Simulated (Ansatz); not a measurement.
What does this script print? It uses Ansatz 0.2.0, Python API.

`ch5alfn.py`
```python
"""Molecular dynamics of one CH5AlFN molecule."""

import ansatz as az
import numpy as np

GEOMETRY = """
C    -0.68050    1.19220   -0.65830
Al    0.21250   -0.47490   -0.28480
N     0.59520   -0.94650    1.50600
F     0.75680   -1.55780   -1.63750
H    -0.09230    1.86350   -1.34070
H    -0.93040    1.78660    0.28000
H    -1.66150    1.02290   -1.17950
H     0.22300   -1.86000    1.68910
H     1.66570   -1.07230    1.60860
"""


def main() -> None:
    geometry = az.Crystal.molecule()
    for line in GEOMETRY.strip().splitlines():
        symbol, *xyz = line.split()
        geometry = geometry.atom(symbol, [float(v) for v in xyz])

    model = (
        geometry.calculation()
        .basis(gaussian="def2-SVP")
        .functional("pbe")
    )
    symbols = [site.symbol for site in geometry.cartesian_sites]
    start = np.array([site.position_ang for site in geometry.cartesian_sites], dtype=float)
    report = model.relax(force_tolerance=0.02).run(threads=1, pin="off").report
    end = np.array(report["positions_ang"])
    minimum = az.Crystal.molecule()
    for symbol, place in zip(symbols, end):
        minimum = minimum.atom(symbol, place.tolist())

    # dynamics from the relaxed geometry
    model = minimum.calculation()
    model = model.basis(gaussian="def2-SVP")
    model = model.functional("pbe")
    model = model.md("nvt_nose_hoover", timestep=0.25, steps=30, temperature=300, initial_velocities="maxwell_boltzmann", seed=9, thermostat_time=20)
    frames = []
    out = model.session().plan().execute(on_event=lambda e: frames.append(e["data"]) if e["event"] == "md_step" else None)
    print("t (fs)   E_pot (eV)      E_kin (eV)   T (K)   d(0-1) (A)")
    for f in frames[::2]:
        xyz = np.array(f["positions_ang"])
        print(f"{f['time_fs']:6.2f} {f['lagrangian_ev']:14.5f} {f['e_kin_ev']:10.5f} {f['temperature_k']:8.1f} {np.linalg.norm(xyz[0] - xyz[1]):9.4f}")
    kept = np.array([f["conserved_ev"] for f in frames])
    print(f"conserved energy moves by at most {1000 * np.ptp(kept):.3f} meV")


if __name__ == "__main__":
    main()
```

```console
$ python ch5alfn.py
t (fs)   E_pot (eV)      E_kin (eV)   T (K)   d(0-1) (A)
  0.00   -11909.65493    0.27145    300.0    1.9509
  0.50   -11909.65053    0.26707    295.2    1.9490
  1.00   -11909.63872    0.25531    282.2    1.9472
  1.50   -11909.62248    0.23916    264.3    1.9455
  2.00   -11909.60532    0.22210    245.5    1.9439
  2.50   -11909.59020    0.20711    228.9    1.9424
  3.00   -11909.57891    0.19599    216.6    1.9411
  3.50   -11909.57188    0.18915    209.1    1.9399
  4.00   -11909.56832    0.18585    205.4    1.9390
  4.50   -11909.56667    0.18453    203.9    1.9381
  5.00   -11909.56501    0.18326    202.5    1.9375
  5.50   -11909.56146    0.18019    199.1    1.9370
  6.00   -11909.55470    0.17398    192.3    1.9366
  6.50   -11909.54439    0.16431    181.6    1.9363
  7.00   -11909.53163    0.15226    168.3    1.9361
  7.50   -11909.51892    0.14030    155.1    1.9358
conserved energy moves by at most 0.212 meV
```

What to keep in mind:
- Total energies depend on the basis set; only differences at equal settings carry meaning.
- The trajectory is only some femtoseconds long, so its temperature is not equilibrated; where the script doesn't relax first, it starts from a rough generated geometry.
- The temperature counts the internal degrees of freedom alone.
- It ran for 110 s on 1 thread of Arm Neoverse V1 (shared host), peak memory 0.22 GiB.

(Lines on the test bed's own set-up are left out of the output.)
